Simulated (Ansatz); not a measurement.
# C3H3B: single points off equilibrium

An exercise on one series of results from a longer session: the logs are not shown, and one member is left open.

Method: single points in def2-TZVPP; program: Ansatz 0.2.0, Gaussian basis.

Cores are frozen in the correlated methods.

### Starting geometry

SMILES `B=C=C=C`, 7 atoms, charge 0, spin multiplicity 1.

Atoms are counted from 1 here; the program's logs count them from 0.

Bond lengths: B1–C2 1.294 Å, B1–H5 1.143 Å, C2–C3 1.323 Å, C3–C4 1.255 Å, C4–H6 1.008 Å, C4–H7 1.143 Å. Angles: C2–B1–H5 169.4°, B1–C2–C3 172.3°, C2–C3–C4 178.9°, C3–C4–H6 126.6°, C3–C4–H7 124.0°, H6–C4–H7 109.2°.

Geometry (Å):

| atom | x (Å) | y (Å) | z (Å) |
| --- | --- | --- | --- |
| B1 | -2.2162 | -0.1542 | 0.1626 |
| C2 | -0.9226 | -0.1238 | 0.1384 |
| C3 | 0.3826 | -0.0052 | -0.0411 |
| C4 | 1.6193 | 0.1318 | -0.2082 |
| H5 | -3.3341 | -0.2377 | 0.3859 |
| H6 | 2.1223 | 0.0324 | -1.0757 |
| H7 | 2.3648 | 0.3015 | 0.6421 |

The first run:

The input, run/in.yaml:

```yaml
crystal:
  periodic: [false, false, false]
  atoms:
    - {symbol: B, position_ang: [-2.216200, -0.154200, 0.162600]}
    - {symbol: C, position_ang: [-0.922600, -0.123800, 0.138400]}
    - {symbol: C, position_ang: [0.382600, -0.005200, -0.041100]}
    - {symbol: C, position_ang: [1.619300, 0.131800, -0.208200]}
    - {symbol: H, position_ang: [-3.334100, -0.237700, 0.385900]}
    - {symbol: H, position_ang: [2.122300, 0.032400, -1.075700]}
    - {symbol: H, position_ang: [2.364800, 0.301500, 0.642100]}
basis:
  gaussian: {orbitals: def2-TZVPP}
correlation: {method: ccsd_t}
output: {forces: true}
```

The command line of these runs was not kept.

Steps of the session up to this table: CCSD(T)/def2-TZVPP; PBE0-D4/def2-TZVPP; wB97M-V/def2-TZVPP; r2SCAN-D4/def2-TZVPP; PBE-D4/def2-TZVPP; LC-wPBE/def2-TZVPP; r2SCAN0-D4/def2-TZVPP.

One of the session's tables, all rows but one given; the rest of the session is left out.

| method | RMS force component (eV/Å) | angle to CCSD(T) forces (°) | dipole (D) |
| --- | --- | --- | --- |
| CCSD(T) | 2.483 | reference | 0.77 |
| PBE0-D4 | 2.369 | 6.0 | 0.82 |
| wB97M-V | 2.295 | 5.0 | 0.78 |
| r2SCAN-D4 | ? | ? | ? |
| PBE-D4 | 2.383 | 4.9 | 0.93 |
| LC-wPBE | 2.279 | 7.8 | 0.75 |
| r2SCAN0-D4 | 2.366 | 6.8 | 0.79 |

Estimate the missing values for r2SCAN-D4.

**Answer.** RMS force component (eV/Å): 2.380; angle to CCSD(T) forces (°): 5.4; dipole (D): 0.87. In the column «RMS force component (eV/Å)» it lies between PBE0-D4 (2.369) and PBE-D4 (2.383).
